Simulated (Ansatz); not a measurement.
# CH2Cl2Si: the cost of one run

Method: RKS r2SCANh-D4/6-31G*, in Ansatz 0.2.0.

1 further run of the same task is left out (it didn't finish).

### 1 The system as given

Bond lengths: Cl1–C2 1.750 Å, C2–Si3 1.759 Å, Si3–Cl4 1.990 Å, C2–H5 1.076 Å, Si3–H6 1.444 Å. Angles: Cl1–C2–Si3 122.5°, Cl1–C2–H5 112.3°, Si3–C2–H5 125.1°, C2–Si3–Cl4 125.4°, C2–Si3–H6 122.0°, Cl4–Si3–H6 112.7°.

Coordinates:

```xyz
6

Cl    0.7779   -0.4407   -2.1098
C     0.8510   -0.2062   -0.3775
Si   -0.5685    0.1840    0.5855
Cl   -2.4149    0.4104   -0.1224
H     1.8481   -0.3230    0.0092
H    -0.4935    0.3755    2.0150
```

### 2 Relaxing end A

Contents of input.yaml:

```yaml
crystal:
  periodic: [false, false, false]
  atoms:
    - { symbol: Cl, position_ang: [0.77785, -0.44068, -2.10981] }
    - { symbol: C, position_ang: [0.85099, -0.20622, -0.37747] }
    - { symbol: Si, position_ang: [-0.56852, 0.18401, 0.5855] }
    - { symbol: Cl, position_ang: [-2.41494, 0.41037, -0.12244] }
    - { symbol: H, position_ang: [1.84815, -0.32298, 0.00921] }
    - { symbol: H, position_ang: [-0.49353, 0.3755, 2.01501] }
basis:
  gaussian: { orbitals: "6-31G*" }
hamiltonian:
  xc: r2scanh
  dispersion: d4
relax:
  f_tol: 0.015
  max_steps: 40
```

Command:

```sh
$ ansatz run input.yaml --threads 1 --pin off --max-ram 2048MiB --backend cpu --events-out ev --progress --plain --runs-dir out
```

Q: Estimate wall time and peak memory on 1 thread of Intel Xeon 6975P-C (Granite Rapids), shared host.

About 24 s, with a peak of 0.18 GiB.
